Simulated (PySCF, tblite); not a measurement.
# C₅H₈O₂: geometry, infrared bands, NMR shifts, spin-spin couplings and electronic excitations

Wanted: the infrared bands, NMR shifts, spin-spin couplings and electronic excitations of C₅H₈O₂ (`C=C(OC)C(C)=O`), by calculation.

The runs use tblite 0.8.0 and PySCF 2.14.0, with density-fitted response routines of our own; the level of theory stands in each step. All values are computed, except where a source is named. Atoms count from 0, in the outputs and in this text.

## Step 1: The molecule as given

15 atoms, charge 0, multiplicity 1; geometry from: force field or distance geometry start.

Bonds of the start (Å): C0–C1 1.33, C1–O2 1.38, O2–C3 1.43, C1–C4 1.52, C4–C5 1.51, C4–O6 1.23, C0–H7 1.09, C0–H8 1.09, C3–H9 1.10, C3–H10 1.10, C3–H11 1.08, C5–H12 1.10, C5–H13 1.09, C5–H14 1.09.

## Step 2: Optimising the geometry with GFN2-xTB

What the job is given:

```
{"job": {"kind": "relax", "xc": "GFN2-xTB", "basis": "xTB"}, "charge": 0, "multiplicity": 1}
C     -0.837700     1.558300    -0.034800
C     -0.109700     0.456800    -0.210000
O     -0.561100    -0.803500    -0.537300
C     -1.971300    -0.944400    -0.748000
C      1.385500     0.583700     0.012300
C      2.209000    -0.661000    -0.185200
O      1.910900     1.659900     0.307100
H     -0.377900     2.512600     0.240600
H     -1.916300     1.577400    -0.154300
H     -2.165500    -1.998300    -0.996000
H     -2.526600    -0.730000     0.176900
H     -2.322600    -0.332200    -1.568100
H      3.263000    -0.425100     0.004300
H      2.113600    -1.029100    -1.209200
H      1.902300    -1.417100     0.536300
```

Launch:

```console
> OMP_NUM_THREADS=1 python probes_run.py task.json out
```

One launch serves the whole session: the jobs run in the order shown.

**Question.** This job is followed by: GFN2-xTB harmonic vibrations, gas phase; PBE0-D3(BJ)/def2-SVP geometry optimisation, gas phase; GIAO PBE0/pcSseg-1 NMR shielding, non-relativistic, gas phase; B3LYP/pcJ-1 indirect spin-spin coupling, non-relativistic, gas phase; TDDFT wB97X-D/def2-SVPD, vertical, gas phase, core orbitals frozen in the response; GIAO PBE/pcSseg-2 NMR shielding, non-relativistic, gas phase. What will the session give for the following? strongest single infrared mode (GFN2-xTB); zero-point energy (GFN2-xTB); point group; rotational constants (main isotopes); 13C shifts against TMS (PBE0/pcSseg-1); 1H shifts against TMS (PBE0/pcSseg-1, means over atoms taken as alike); 17O shifts against H2O (PBE0/pcSseg-1); largest coupling of the table (B3LYP/pcJ-1); lowest singlet (wB97X-D/def2-SVPD); brightest single state of those computed; lowest triplet; vertical ionisation energy (ΔSCF); range of the shift of O6.

As calculated:

| quantity | value |
| --- | --- |
| strongest single infrared mode (GFN2-xTB) | 1652 cm⁻¹, 217 km/mol |
| zero-point energy (GFN2-xTB) | 74.6 kcal/mol |
| point group | Cs |
| rotational constants (main isotopes) | 4.66, 2.04, 1.45 GHz |
| 13C shifts against TMS (PBE0/pcSseg-1) | 197.1, 164.2, 93.1, 54.4, 28.0 ppm |
| 1H shifts against TMS (PBE0/pcSseg-1, means over atoms taken as alike) | 5.58, 4.22, 3.52, 2.20 ppm |
| 17O shifts against H2O (PBE0/pcSseg-1) | 643.1, 110.8 ppm |
| largest coupling of the table (B3LYP/pcJ-1) | 1J(C,H) C0–H7, 180.2 Hz |
| lowest singlet (wB97X-D/def2-SVPD) | 4.03 eV (308 nm), f = 0.000 |
| brightest single state of those computed | state 8, 7.94 eV, f = 0.155 |
| lowest triplet | 3.37 eV |
| vertical ionisation energy (ΔSCF) | 9.20 eV |
| range of the shift of O6 | 622.4 to 643.1 ppm |

In words: Over 35 steps the energy fell by 0.125 eV; of the close pairs, O2–C3 changed most, 1.433 to 1.408 Å (GFN2-xTB). No mode is imaginary among the 39: a minimum at this level. The strongest single mode, at 1652 cm⁻¹, moves mainly C1 and C0. GFN2-xTB is a fitted tight-binding method: band positions and strengths are rough. Its intensities can rank the bands wrongly. Relaxing lowered the energy by 0.038 eV in 4 steps; the close pair that moved most is C0–H7, from 1.075 to 1.090 Å (PBE0/def2-SVP). The most deshielded carbon is C4 (ketone carbonyl carbon), at 197.1 ppm: the double bond to the heteroatom, with no lone-pair donor beside it, deshields it most. At PBE0/pcSseg-1: The widest tensor belongs to O6: span 1210 ppm, with a paramagnetic part of -706 ppm. In the run at B3LYP/pcJ-1, the largest coupling of the table is C0–H7, 180.2 Hz, of which the Fermi-contact term gives 179.2 Hz. Couplings across rotatable bonds belong to this one conformer; where others are populated, the observed values are averages. The first singlet state (HOMO−1→LUMO 0.96) lies at 4.03 eV and is dark; of the 10 states computed, the strongest absorption comes from state 8 at 7.94 eV. The lowest triplet lies 0.65 eV below the lowest singlet (triplets in Tamm-Dancoff, singlets in full TDDFT). ΔSCF puts the ionisation energy at 9.20 eV, 0.24 eV above −ε(HOMO). In ppm, O6 moves most: its shift spreads over 20.7 ppm, from 622.4 (PBE/pcSseg-2) to 643.1 (PBE0/pcSseg-1). Part of that comes from the computed reference.
